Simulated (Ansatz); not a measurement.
# SiCl2F− (SMILES F[Si-](Cl)Cl): a rigid scan of the angle Cl3–Si2–Cl4

How does the energy rise as the angle Cl3–Si2–Cl4 leaves its equilibrium value, and do density functionals follow CCSD(T)? No other atom is relaxed.

Program: Ansatz 0.2.0, Gaussian basis. Level of theory: single points in def2-TZVPPD. These are calculated values, not measurements.

Levels: PBE-D4, r2SCAN-D4, PBE0-D4, B3LYP-D4, wB97M-V, Hartree-Fock, MP2, CCSD, CCSD(T). The scan takes 79.6, 84.1, 88.6, 93.1, 97.6, 102.1, 106.6, 111.1, 115.6°.

Cores are frozen in the correlated methods. B3LYP uses VWN-RPA correlation.

19 further runs of the same task are left out: 19 set aside as unsound or not needed.

## Step 1: The system as given

The minimum, relaxed at PBE0-D4: SMILES `F[Si-](Cl)Cl`, 4 atoms, charge -1, spin multiplicity 1.

Atoms are counted from 1 here; the program's logs count them from 0.

Bond lengths: F1–Si2 1.651 Å, Si2–Cl3 2.221 Å, Si2–Cl4 2.221 Å. Angles: F1–Si2–Cl3 96.7°, F1–Si2–Cl4 96.7°, Cl3–Si2–Cl4 97.6°.

Geometry (Å):

```
F     1.18218   -0.32728    0.93855
Si    0.18250   -0.67670   -0.32756
Cl   -1.72681   -0.28385    0.73607
Cl    0.36213    1.28783   -1.34705
```

Energies of the minimum (eV), from earlier single points: PBE-D4 -35631.47223, r2SCAN-D4 -35644.58955, PBE0-D4 -35634.01686, B3LYP-D4 -35649.65502, wB97M-V -35645.93228, CCSD(T) -35605.36825.

At the minimum the angle Cl3–Si2–Cl4 is 97.6°.

## Step 2: Cl3–Si2–Cl4 = 79.6°

Input file ccsdt-tzvppd/in.yaml:

```yaml
crystal:
  periodic: [false, false, false]
  atoms:
    - {symbol: F, position_ang: [1.182176, -0.327278, 0.938547]}
    - {symbol: Si, position_ang: [0.182502, -0.676696, -0.327562]}
    - {symbol: Cl, position_ang: [-1.656134, 0.326984, 0.409415]}
    - {symbol: Cl, position_ang: [0.362129, 1.287828, -1.347050]}
basis:
  gaussian: {orbitals: "def2-TZVPPD.json"}
total_charge: -1
correlation: {method: ccsd_t}
```

The basis file named in the input lies beside it (Basis Set Exchange, JSON).

The command line of these runs was not kept.

The runs that follow: Cl3–Si2–Cl4 = 84.1°; Cl3–Si2–Cl4 = 88.6°; Cl3–Si2–Cl4 = 93.1°; Cl3–Si2–Cl4 = 97.6°; Cl3–Si2–Cl4 = 102.1°; Cl3–Si2–Cl4 = 106.6°; Cl3–Si2–Cl4 = 111.1°; Cl3–Si2–Cl4 = 115.6°.

Q: Predict the outcome of this session. Wanted: highest point, CCSD(T); lowest point, CCSD(T); minimum along the scan, CCSD(T); RMS deviation from CCSD(T); largest T1 diagnostic.

The runs gave:

```
                       quantity                                                                                                                      value
         highest point, CCSD(T)                                                                                                         0.380 eV at 79.6 °
          lowest point, CCSD(T)                                                                                                         0.000 eV at 97.6 °
minimum along the scan, CCSD(T)                                                                                                                     97.3 °
                curvature there                                                                                                              1.64 meV/deg²
     RMS deviation from CCSD(T)  PBE-D4 0.016, r2SCAN-D4 0.006, PBE0-D4 0.007, B3LYP-D4 0.012, wB97M-V 0.007, Hartree-Fock 0.031, MP2 0.006, CCSD 0.004 eV
          largest T1 diagnostic                                                                                                                      0.012
```

In words: A polynomial through the near points puts the CCSD(T) minimum 0.3° below the PBE0-D4 value. Curvature against CCSD(T): PBE-D4 -12 %, Hartree-Fock +12 %. CCSD follows the CCSD(T) curve best and Hartree-Fock worst.
